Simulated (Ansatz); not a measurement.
# CH8BGeN: how energies converge with the basis set

Aim: see how fast density functionals converge with the basis set for CH8BGeN.

Program: Ansatz 0.2.0, Gaussian basis. Level of theory: one geometry, several basis sets. These are calculated values, not measurements.

Plan: PBE0-D4/def2-SVP; ωB97M-V/def2-SVP; PBE0-D4/def2-QZVPP; ωB97M-V/def2-QZVPP; the functionals' def2-TZVPP values are taken from earlier runs.

**1. The geometry**

The geometry comes from an earlier relaxation with PBE0-D4 in a triple-zeta def2 set; it is a stationary point, not always the lowest conformer.

SMILES `BC[NH][GeH3]`, 12 atoms, charge 0, spin multiplicity 1.

Atoms are counted from 1 here; the program's logs count them from 0.

Bond lengths: B1–C2 1.501 Å, B1–H5 1.195 Å, B1–H6 1.199 Å, C2–N3 1.401 Å, C2–H7 1.091 Å, C2–H8 1.216 Å, N3–Ge4 1.842 Å, N3–H9 1.009 Å, Ge4–H10 1.534 Å, Ge4–H11 1.545 Å, Ge4–H12 1.536 Å. Angles: C2–B1–H5 118.5°, C2–B1–H6 119.3°, H5–B1–H6 121.7°, B1–C2–N3 126.0°, B1–C2–H7 119.1°, B1–C2–H8 67.8°, N3–C2–H7 113.1°, N3–C2–H8 114.5°, H7–C2–H8 101.8°, C2–N3–Ge4 122.2°, C2–N3–H9 113.5°, Ge4–N3–H9 116.8°, N3–Ge4–H10 106.9°, N3–Ge4–H11 112.0°, N3–Ge4–H12 106.6°, H10–Ge4–H11 110.2°, H10–Ge4–H12 111.9°, H11–Ge4–H12 109.1°.

**2. PBE0-D4 in def2-SVP**

Input file in.yaml:

```yaml
crystal:
  periodic: [false, false, false]
  atoms:
    - {symbol: B, position_ang: [-1.978269, 0.554034, 0.702401]}
    - {symbol: C, position_ang: [-0.700041, 0.500961, -0.083386]}
    - {symbol: N, position_ang: [0.575664, 0.240341, 0.434781]}
    - {symbol: Ge, position_ang: [1.894735, -0.567521, -0.564563]}
    - {symbol: H, position_ang: [-2.974837, 0.909396, 0.147057]}
    - {symbol: H, position_ang: [-2.000258, 0.117112, 1.818936]}
    - {symbol: H, position_ang: [-0.674792, 0.932386, -1.084970]}
    - {symbol: H, position_ang: [-1.386556, -0.488034, -0.255212]}
    - {symbol: H, position_ang: [0.575821, 0.051788, 1.425837]}
    - {symbol: H, position_ang: [3.179132, -0.524540, 0.273339]}
    - {symbol: H, position_ang: [1.539290, -2.028601, -0.920589]}
    - {symbol: H, position_ang: [2.026912, 0.247582, -1.859531]}
basis:
  gaussian: {orbitals: def2-SVP}
hamiltonian: {xc: pbe0, dispersion: d4}
output: {orbitals: {seedname: orbitals}}
```

After this run come: ωB97M-V in def2-SVP; PBE0-D4 in def2-QZVPP; ωB97M-V in def2-QZVPP.

**Question.** What will the summary of the whole plan be? Wanted: PBE0-D4: double and triple zeta above quadruple; ωB97M-V: double and triple zeta above quadruple.

**Answer**, as computed:

| quantity | value |
| --- | --- |
| PBE0-D4: double and triple zeta above quadruple | 12.27, 1.44 eV |
| ωB97M-V: double and triple zeta above quadruple | 12.43, 1.40 eV |

In words: For PBE0-D4 the step from double to triple zeta gains 10.83 eV and the next only 1.44 eV. These are total energies; as a rule much of such shifts cancels in differences, which this series doesn't test. The LUMO of ωB97M-V is positive and keeps falling with the basis (2.07 to 1.36 eV): an unbound level that the basis holds in place.
